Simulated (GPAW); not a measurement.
# Li3Pr (Fm-3m) in GPAW: convergence with bands over the usual count

Aim: find how far bands over the usual count must go before the results for Li3Pr settle, at PBE. This setting moves, with any that are tied to it; all else stays.

Everything below comes from runs of GPAW 26.7.0. Logs are shortened: lines on timing, memory, paths and dates and some standing lists are left out, and cuts for length are marked. The log counts tension as positive stress, the text compression.

### Step 1. Starting point

Symmetry: Fm-3m, No. 225, cubic system. The conventional cell has a = 7.357 Å, b = 7.357 Å, c = 7.357 Å, α = 90.00°, β = 90.00°, γ = 90.00°. Pr (site symmetry m-3m) has 8 Li at 3.19 Å as nearest neighbours. Li (site symmetry m-3m) is surrounded by 8 Li at 3.19 Å. Li (site symmetry -43m) has 4 Pr at 3.19 Å and 4 Li at 3.19 Å as nearest neighbours.

The cell comes from a database or a generator and needn't be the stable form of this composition.

### Step 2. With bands over the usual count 0.72

File run.py:

```python
from ase.dft.bandgap import bandgap
from ase.io import read, write
from ase.units import GPa
from gpaw import GPAW, PW

atoms = read('Li3Pr.xyz')
atoms.set_initial_magnetic_moments([2.0, 0.0, 0.0, 0.0])

calc = GPAW(mode=PW(800),
            xc='PBE',
            kpts={'size': (5, 5, 5), 'gamma': True},
            occupations={'name': 'fermi-dirac', 'width': 0.05},
            nbands=16,
            convergence={'density': 1e-05, 'energy': 1e-05},
            maxiter=100,
            txt='gpaw.txt')
atoms.calc = calc
energy = atoms.get_potential_energy()
forces = atoms.get_forces()
stress = atoms.get_stress()
calc.write('gs.gpw')
write('result.traj', atoms)
print(f'Energy: {energy:.6f} eV')
print('Forces (eV/A):')
print(forces.round(4))
print('Stress (GPa):', (stress / GPa).round(3))
print('Moments:', calc.get_magnetic_moments().round(3))
print('Fermi level:', round(calc.get_fermi_level(), 4), 'eV')
print(f'Gap: {bandgap(calc)[0]:.4f} eV, direct: {bandgap(calc, direct=True)[0]:.4f} eV')
```

File Li3Pr.xyz:

```xyz
4
Lattice="0.0000000000 3.6786180000 3.6786180000 3.6786180000 0.0000000000 3.6786180000 3.6786180000 3.6786180000 0.0000000000" Properties=species:S:1:pos:R:3 pbc="T T T"
Pr     0.0000000000      0.0000000000      0.0000000000
Li     3.6786180000      3.6786180000      3.6786180000
Li     5.5179270000      5.5179270000      5.5179270000
Li     1.8393090000      1.8393090000      1.8393090000
```

Potentials or basis: GPAW PAW data sets (gpaw-data 1.2.1), pw.

The run is started by

```sh
$ OMP_NUM_THREADS=1 python run.py
```

gpaw.txt:

```text
__  _  _
 | _ |_)|_||  |
 |__||  | ||/\| - 26.7.0

Input parameters:
  mode=PW(ecut=800.0),
  convergence={'density': 1e-05, 'energy': 1e-05},
  kpts=MonkhorstPack(size=(5, 5, 5), gamma=True),
  maxiter=100,
  nbands=16,
  occupations=Occupations(name='fermi-dirac', width=0.05),
  xc=XC(name='PBE')

Diagonalizing LCAO Hamiltonian
Converting LCAO to pw mode

                        Li

                  Li

             Li

       Pr

Atoms  # Å, Bohr magnetons
|   | symbol |        x |        y |        z |    initial magnetic moments |
|---|--------|----------|----------|----------|-----------------------------|
| 0 |     Pr | 0.000000 | 0.000000 | 0.000000 | ( 0.0000,  0.0000,  2.0000) |
| 1 |     Li | 3.678618 | 3.678618 | 3.678618 | ( 0.0000,  0.0000,  0.0000) |
| 2 |     Li | 5.517927 | 5.517927 | 5.517927 | ( 0.0000,  0.0000,  0.0000) |
| 3 |     Li | 1.839309 | 1.839309 | 1.839309 | ( 0.0000,  0.0000,  0.0000) |

Unit cell  # Å
| periodic |        x |        y |        z |  lengths |    angles |
|----------|----------|----------|----------|----------|-----------|
|      yes | 0.000000 | 3.678618 | 3.678618 | 5.202351 | 60.000000 |
|      yes | 3.678618 | 0.000000 | 3.678618 | 5.202351 | 60.000000 |
|      yes | 3.678618 | 3.678618 | 0.000000 | 5.202351 | 60.000000 |

Number of symmetries: 48
Symmetry operations  # r_c * U_cc + t_c -> r_c
|    | kind |            matrix            |
|----|------|------------------------------|
|  0 |  σ   |  1, 0, 0,  1, 0,-1,  1,-1, 0 |
|  1 |  C2  |  1, 0, 0,  1,-1, 0,  1, 0,-1 |
|  2 |  E   |  1, 0, 0,  0, 1, 0,  0, 0, 1 |
|  3 |  σ   |  1, 0, 0,  0, 0, 1,  0, 1, 0 |
|  4 |  C4  |  1, 0,-1,  1, 0, 0,  1,-1, 0 |
|  5 |  S6  |  1, 0,-1,  1,-1, 0,  1, 0, 0 |
|  6 |  σ   |  1, 0,-1,  0, 1,-1,  0, 0,-1 |
|  7 |  C3  |  1, 0,-1,  0, 0,-1,  0, 1,-1 |
|  8 |  S6  |  1,-1, 0,  1, 0, 0,  1, 0,-1 |
|  9 |  C4  |  1,-1, 0,  1, 0,-1,  1, 0, 0 |
| 10 |  C3  |  1,-1, 0,  0,-1, 1,  0,-1, 0 |
| 11 |  σ   |  1,-1, 0,  0,-1, 0,  0,-1, 1 |
| 12 |  σ   |  0, 1, 0,  1, 0, 0,  0, 0, 1 |
| 13 |  C4  |  0, 1, 0,  0, 1,-1, -1, 1, 0 |
| 14 |  C3  |  0, 1, 0,  0, 0, 1,  1, 0, 0 |
| 15 |  S6  |  0, 1, 0, -1, 1, 0,  0, 1,-1 |
| 16 |  C2  |  0, 1,-1,  1, 0,-1,  0, 0,-1 |
| 17 |  σ   |  0, 1,-1,  0, 1, 0, -1, 1, 0 |
| 18 |  S4  |  0, 1,-1,  0, 0,-1,  1, 0,-1 |
| 19 |  C4  |  0, 1,-1, -1, 1, 0,  0, 1, 0 |
| 20 |  C3  |  0, 0, 1,  1, 0, 0,  0, 1, 0 |
| 21 |  σ   |  0, 0, 1,  0, 1, 0,  1, 0, 0 |
| 22 |  S6  |  0, 0, 1,  0,-1, 1, -1, 0, 1 |
| 23 |  C4  |  0, 0, 1, -1, 0, 1,  0,-1, 1 |
| 24 |  S4  |  0, 0,-1,  1, 0,-1,  0, 1,-1 |
| 25 |  C3  |  0, 0,-1,  0, 1,-1,  1, 0,-1 |
| 26 |  C2  |  0, 0,-1,  0,-1, 0, -1, 0, 0 |
| 27 |  S6  |  0, 0,-1, -1, 0, 0,  0,-1, 0 |
| 28 |  S4  |  0,-1, 1,  1,-1, 0,  0,-1, 0 |
| 29 |  C4  |  0,-1, 1,  0, 0, 1, -1, 0, 1 |
| 30 |  C2  |  0,-1, 1,  0,-1, 0,  1,-1, 0 |
| 31 |  σ   |  0,-1, 1, -1, 0, 1,  0, 0, 1 |
| 32 |  C3  |  0,-1, 0,  1,-1, 0,  0,-1, 1 |
| 33 |  S6  |  0,-1, 0,  0, 0,-1, -1, 0, 0 |
| 34 |  S4  |  0,-1, 0,  0,-1, 1,  1,-1, 0 |
| 35 |  C2  |  0,-1, 0, -1, 0, 0,  0, 0,-1 |
| 36 |  C2  | -1, 1, 0,  0, 1, 0,  0, 1,-1 |
| 37 |  S6  | -1, 1, 0,  0, 1,-1,  0, 1, 0 |
| 38 |  S4  | -1, 1, 0, -1, 0, 1, -1, 0, 0 |
[... 117 lines left out ...]
  Good broyden scale: 1.0
  Trust region scale: 1.0
  Backstep threshold: 4.0
  History deletion threshold: 6.0
  Fourier metric: weight=20.0, sigma=0.015

occupation numbers:
  Fermi-Dirac:
    width: 0.0500  # eV

poisson solver:
  ecut: 6400.0  # eV

xc functional:
  name: PBE with 2 nearest neighbor stencil

convergence criteria:
- Maximum integral of absolute [dens]ity change: 1e-05 electrons / valence electron
- Maximum [total energy] change in last 3 cyles: 1e-05 eV / valence electron
- Maximum integral of absolute [eigenst]ate change: 4e-08 eV^2 / valence electron
maximum number of iterations: 100

SCF iterations
|iter     | |      energy | eigst |  dens |  magmom |
|---------|-|-------------|-------|-------|---------|
|iter:   1| |  -29.242071 | +0.46 |       |  +2.0138|
|iter:   2| |  -21.954190 | -0.50 | -0.31 |  +1.9167|
|iter:   3| | -120.271242 | +2.11 | -0.35 |  +0.7025|
|iter:   4| |  -26.792788 | +0.40 | -0.02 |  +0.9651|
|iter:   5| |  -15.220790 | +0.57 | -0.01 |  +1.7192|
|iter:   6| |   -9.961277 | +0.14 | -0.40 |  +1.3861|
|iter:   7| |   -9.689413 | -0.59 | -0.36 |  +1.5846|
|iter:   8| |  -13.694605 | -0.28 | -0.81 |  +1.4757|
|iter:   9| |  -13.284294 | -1.12 | -0.13 |  +1.4835|
|iter:  10| |  -12.870787 | -2.27 | -0.15 |  +1.4900|
|iter:  11| |   -9.472486 | -0.84 | -0.16 |  +1.4701|
[... 26 lines left out ...]
|iter:  38| |   -9.681072c| -4.86 | -5.41c|  +4.0486|
|iter:  39| |   -9.681073c| -5.08 | -5.61c|  +4.0486|
|iter:  40| |   -9.681074c| -5.18 | -6.26c|  +4.0486|
|iter:  41| |   -9.681074c| -5.40 | -5.85c|  +4.0486|
|iter:  42| |   -9.681074c| -5.51 | -5.82c|  +4.0486|
|iter:  43| |   -9.681074c| -5.74 | -6.30c|  +4.0486|
|iter:  44| |   -9.681075c| -5.86 | -6.00c|  +4.0486|
|iter:  45| |   -9.681074c| -6.08 | -5.31c|  +4.0486|
|iter:  46| |   -9.681075c| -6.20 | -6.51c|  +4.0486|
|iter:  47| |   -9.681075c| -6.42 | -6.60c|  +4.0486|
|iter:  48| |   -9.681075c| -6.54 | -6.51c|  +4.0486|
|iter:  49| |   -9.681075c| -6.76 | -6.27c|  +4.0486|
|iter:  50| |   -9.681075c| -6.89 | -6.85c|  +4.0486|
|iter:  51| |   -9.681075c| -7.11 | -6.89c|  +4.0486|
|iter:  52| |   -9.681075c| -7.23 | -7.16c|  +4.0486|
|iter:  53| |   -9.681075c| -7.45c| -7.15c|  +4.0486|

Converged in 53 steps
Energy contributions relative to reference atoms: (reference = -251967.910650)

Energy contributions:
  Kinetic:         -32.866512
  Coulomb:          27.715471
  Zero:              1.720547
  External:          0.000000
  Xc:               -6.155915
  Entropy:          -0.189330
  Spinorbit:         0.000000
  ----------------------------
  Free energy:      -9.775740
  Extrapolated:     -9.681075

dipole moment: (-45.872179, -45.872179, -45.872179)  # |e|*Ang

Total magnetic moment: (0.000000, 0.000000, 4.048567)

Local magnetic moments
|        x |        y |        z |
|----------|----------|----------|
| 0.000000 | 0.000000 | 2.404854 |  # Pr   0
| 0.000000 | 0.000000 | 0.024458 |  # Li   1
| 0.000000 | 0.000000 | 0.057662 |  # Li   2
| 0.000000 | 0.000000 | 0.057662 |  # Li   3

Fermi level: 3.396
Eigenvalues  # (at kpt = [0.000, 0.000, 0.000])
| band index |      eig [eV] | occ [0-1] |      eig [eV] | occ [0-1] |
|------------|---------------|-----------|---------------|-----------|
|          0 |       -33.010 |     1.000 |       -31.717 |     1.000 |
|          1 |       -14.998 |     1.000 |       -13.906 |     1.000 |
|          2 |       -14.998 |     1.000 |       -13.906 |     1.000 |
|          3 |       -14.998 |     1.000 |       -13.906 |     1.000 |
|          4 |        -0.361 |     1.000 |         0.306 |     1.000 |
|          5 |         3.128 |     0.995 |         3.947 |     0.000 |
[... 8 lines left out ...]
|         14 |         3.495 |     0.120 |         5.157 |     0.000 |
|         15 |         4.837 |     0.000 |         5.541 |     0.000 |

No gap
No difference between direct/indirect transitions

Forces  # eV/Ang
|        x |        y |        z |
|----------|----------|----------|
|  0.00000 |  0.00000 |  0.00000 |  # Pr   0
|  0.00000 |  0.00000 | -0.00000 |  # Li   1
|  0.00000 |  0.00000 |  0.00000 |  # Li   2
| -0.00000 | -0.00000 |  0.00000 |  # Li   3

Stress tensor  # eV/Ang^3
|         x |         y |         z |
|-----------|-----------|-----------|
| -0.003224 |  0.000000 | -0.000000 |
|  0.000000 | -0.003224 | -0.000000 |
| -0.000000 | -0.000000 | -0.003224 |

# Writing to gs.gpw (mode='')
```

stdout:

```text
Energy: -9.681075 eV
Forces (eV/A):
[[ 0.  0.  0.]
 [ 0.  0. -0.]
 [ 0.  0.  0.]
 [-0. -0.  0.]]
Stress (GPa): [-0.517 -0.517 -0.517 -0.    -0.     0.   ]
Moments: [2.405 0.024 0.058 0.058]
Fermi level: 3.3959 eV
Gap: 0.0000 eV, direct: 0.0000 eV
```

Wall time 3 min (1 thread of Arm Neoverse V1, shared host); peak memory 0.29 GiB.

Results:

```yaml
Free_energy: -9.7757 eV
Pressure: 0.5 GPa
Band_gap_on_the_k_mesh: none (metal or under the smearing width)
Net_moment: 4.05 μB per cell
Site_moments: Pr +2.40; Li +0.02, +0.06 μB
```

### Step 3. With bands over the usual count 0.8

run.py, as its differences from that of step 2:

```diff
@@ -12,3 +12,3 @@
             occupations={'name': 'fermi-dirac', 'width': 0.05},
-            nbands=16,
+            nbands=18,
             convergence={'density': 1e-05, 'energy': 1e-05},
```

Li3Pr.xyz is that of step 2.

Potentials or basis: GPAW PAW data sets (gpaw-data 1.2.1), pw.

The run is started by

```sh
$ OMP_NUM_THREADS=1 python run.py
```

Run time: 2.2 min. Hardware: 1 thread of Arm Neoverse V1, shared host; peak memory 0.3 GiB.

The run converged. Its results:

- Free energy: -9.7757 eV
- Pressure: 0.5 GPa
- Band gap on the k mesh: none (metal or under the smearing width)
- Net moment: 4.05 μB per cell
- Site moments: Pr +2.40; Li +0.02, +0.06 μB

### Step 4. With bands over the usual count 0.9

run.py, as its differences from that of step 3:

```diff
@@ -12,3 +12,3 @@
             occupations={'name': 'fermi-dirac', 'width': 0.05},
-            nbands=18,
+            nbands=20,
             convergence={'density': 1e-05, 'energy': 1e-05},
```

Li3Pr.xyz is that of step 3.

The run is started by

```sh
$ OMP_NUM_THREADS=1 python run.py
```

It took 2.6 min on 1 thread of Arm Neoverse V1, shared host; peak memory 0.3 GiB.

Results (log left out):

```
Free energy            : -9.7757 eV
Pressure               : 0.5 GPa
Band gap on the k mesh : none (metal or under the smearing width)
Net moment             : 4.05 μB per cell
Site moments           : Pr +2.40; Li +0.02, +0.06 μB
```

### Step 5. With bands over the usual count 1

run.py, as its differences from that of step 4:

```diff
@@ -12,3 +12,3 @@
             occupations={'name': 'fermi-dirac', 'width': 0.05},
-            nbands=20,
+            nbands=22,
             convergence={'density': 1e-05, 'energy': 1e-05},
```

Li3Pr.xyz is that of step 4.

The run is started by

```sh
$ OMP_NUM_THREADS=1 python run.py
```

Wall time 3.5 min (1 thread of Arm Neoverse V1, shared host); peak memory 0.31 GiB.

Results (log left out):

```
Free energy            : -9.7757 eV
Pressure               : 0.5 GPa
Band gap on the k mesh : none (metal or under the smearing width)
Net moment             : 4.05 μB per cell
Site moments           : Pr +2.40; Li +0.02, +0.06 μB
```

### Step 6. With bands over the usual count 1.3

run.py, as its differences from that of step 5:

```diff
@@ -12,3 +12,3 @@
             occupations={'name': 'fermi-dirac', 'width': 0.05},
-            nbands=22,
+            nbands=29,
             convergence={'density': 1e-05, 'energy': 1e-05},
```

Li3Pr.xyz is that of step 5.

Potentials or basis: GPAW PAW data sets (gpaw-data 1.2.1), pw.

The run is started by

```sh
$ OMP_NUM_THREADS=1 python run.py
```

Wall time 3.7 min (1 thread of Arm Neoverse V1, shared host); peak memory 0.32 GiB.

Results (log left out):

```yaml
Free_energy: -9.7757 eV
Pressure: 0.5 GPa
Band_gap_on_the_k_mesh: none (metal or under the smearing width)
Net_moment: 4.05 μB per cell
Site_moments: Pr +2.40; Li +0.02, +0.06 μB
```

### Step 7. With bands over the usual count 1.7

run.py, as its differences from that of step 6:

```diff
@@ -12,3 +12,3 @@
             occupations={'name': 'fermi-dirac', 'width': 0.05},
-            nbands=29,
+            nbands=38,
             convergence={'density': 1e-05, 'energy': 1e-05},
```

Li3Pr.xyz is that of step 6.

The run is started by

```sh
$ OMP_NUM_THREADS=1 python run.py
```

Run time: 5.4 min. Hardware: 1 thread of Arm Neoverse V1, shared host; peak memory 0.33 GiB.

The run converged. Its results:

```
Free energy            : -9.7757 eV
Pressure               : 0.5 GPa
Band gap on the k mesh : none (metal or under the smearing width)
Net moment             : 4.05 μB per cell
Site moments           : Pr +2.40; Li +0.02, +0.06 μB
```

### Step 8. With bands over the usual count 2.5

run.py, as its differences from that of step 7:

```diff
@@ -12,3 +12,3 @@
             occupations={'name': 'fermi-dirac', 'width': 0.05},
-            nbands=38,
+            nbands=55,
             convergence={'density': 1e-05, 'energy': 1e-05},
```

Li3Pr.xyz is that of step 7.

The run is started by

```sh
$ OMP_NUM_THREADS=1 python run.py
```

Run time: 8.8 min. Hardware: 1 thread of Arm Neoverse V1, shared host; peak memory 0.37 GiB.

Results (log left out):

```
Free energy            : -9.7757 eV
Pressure               : 0.5 GPa
Band gap on the k mesh : none (metal or under the smearing width)
Net moment             : 4.05 μB per cell
Site moments           : Pr +2.40; Li +0.02, +0.06 μB
```

### Step 9. Summary

```tsv
bands over the usual count	energy less the tightest run, at zero smearing (meV/atom)	SCF cycles	CPU time (s)	peak memory (GiB)
0.72	0.00	53	180	0.29
0.8	0.00	30	130	0.3
0.9	0.00	34	160	0.3
1	0.00	39	210	0.31
1.3	0.00	32	220	0.32
1.7	0.00	37	330	0.33
2.5	0.00	41	530	0.37
```

Against the tightest run, the energy stays within 1 meV/atom from 0.72 on. The tightest run that finished is the yardstick and may itself not be fully converged.

Caveats: one-centre terms of the f shell are cut off; the magnetic or orbital state may not be the lowest; spin-orbit coupling is left out, which moves the levels of the heavy elements; without U or exact exchange the open f shell lies at the Fermi level, which spoils levels, moments and volumes.
